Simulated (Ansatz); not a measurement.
Geometry optimisation, Ansatz, DFT PBE, scalar-relativistic, plane waves, PAW.

input.yaml

```yaml
crystal:
  lattice:
    - [0.0, 5.66, 5.66]
    - [5.66, 0.0, 5.66]
    - [5.66, 5.66, 0.0]
  atoms:
    - { symbol: Ge, position: [0.0, 0.0, 0.0] }
    - { symbol: Ge, position: [0.125, 0.125, 0.125] }
    - { symbol: Ge, position: [0.0, 0.0, 0.5] }
    - { symbol: Ge, position: [0.125, 0.125, 0.625] }
    - { symbol: Ge, position: [0.0, 0.5, 0.0] }
    - { symbol: Ge, position: [0.125, 0.625, 0.125] }
    - { symbol: Ge, position: [0.0, 0.5, 0.5] }
    - { symbol: Ge, position: [0.125, 0.625, 0.625] }
    - { symbol: Ge, position: [0.5, 0.0, 0.0] }
    - { symbol: Ge, position: [0.625, 0.125, 0.125] }
    - { symbol: Ge, position: [0.5, 0.0, 0.5] }
    - { symbol: Ge, position: [0.625, 0.125, 0.625] }
    - { symbol: Ge, position: [0.5, 0.5, 0.0] }
    - { symbol: Ge, position: [0.625, 0.625, 0.125] }
    - { symbol: Ge, position: [0.5, 0.5, 0.5] }
    - { symbol: Ge, position: [0.625, 0.625, 0.625] }
    - { symbol: Cu, position: [0.866453, 0.8758434, 0.379173] }
basis:
  ecutwfc: 420.0
kpoints:
  mp_grid: { grid: [2, 2, 2] }
hamiltonian:
  xc: pbe
  pseudopotentials: { kind: paw, azcp: { folder: soft_1 } }
scf:
  occupations: { method: fermi_dirac, width: 0.05 }
  lower_state_search: "off"
relax:
  f_tol: 0.08
  max_steps: 25
  adjacent_minimum: "off"
```

Run as:

```bash
$ ansatz run input.yaml --threads 2 --pin off --max-ram 5120MiB --backend cpu --events-out ev --progress --plain --runs-dir out
```

Problem. Where does it end, and by what steps?

Solution. The forces met the threshold. The threshold is loose, so the end isn't yet a minimum. The force dipped under the threshold on the way, but the program's further checks kept it going. Limits of this set-up: coarse k mesh, a small cell, in which the defect meets its images. After 8 steps the energy has fallen by 0.302 eV; Ge4 moved furthest, 0.65 Å.

| step | energy less start (eV) | largest force component (eV/Å) | accepted |
| --- | --- | --- | --- |
| 0 | 0.0000 | 0.445 | yes |
| 1 | -0.0623 | 0.096 | yes |
| 2 | -0.0665 | 0.034 | yes |
| 3 | -0.0702 | 0.050 | yes |
| 4 | -0.1064 | 0.343 | yes |
| 5 | -0.1803 | 0.431 | yes |
| 6 | -0.2767 | 0.268 | yes |
| 7 | -0.3022 | 0.062 | yes |
| 8 | -0.3022 | 0.062 | yes |

```xyz
17
Lattice="0.0000 5.6600 5.6600 5.6600 0.0000 5.6600 5.6600 5.6600 0.0000" Properties=species:S:1:pos:R:3
Ge 0.020 0.140 -0.062
Ge 1.280 1.551 1.489
Ge 2.688 2.814 -0.065
Ge 4.624 3.866 1.053
Ge 2.663 0.173 2.954
Ge 4.111 1.543 4.364
Ge 5.712 2.786 2.995
Ge 6.949 4.390 4.364
Ge -0.133 2.961 2.914
Ge 1.529 4.263 4.141
Ge 3.151 5.335 2.521
Ge 4.221 6.961 4.139
Ge 2.740 2.962 5.813
Ge 4.086 4.400 7.242
Ge 5.521 5.751 5.812
Ge 7.188 6.958 7.127
Cu 7.353 6.794 9.661
```

Whether the end is a true minimum wasn't checked by a vibrational analysis.

Time of the run: 78 s on 2 threads of Arm Neoverse V2, with other jobs on the host, peak memory 1 GiB.
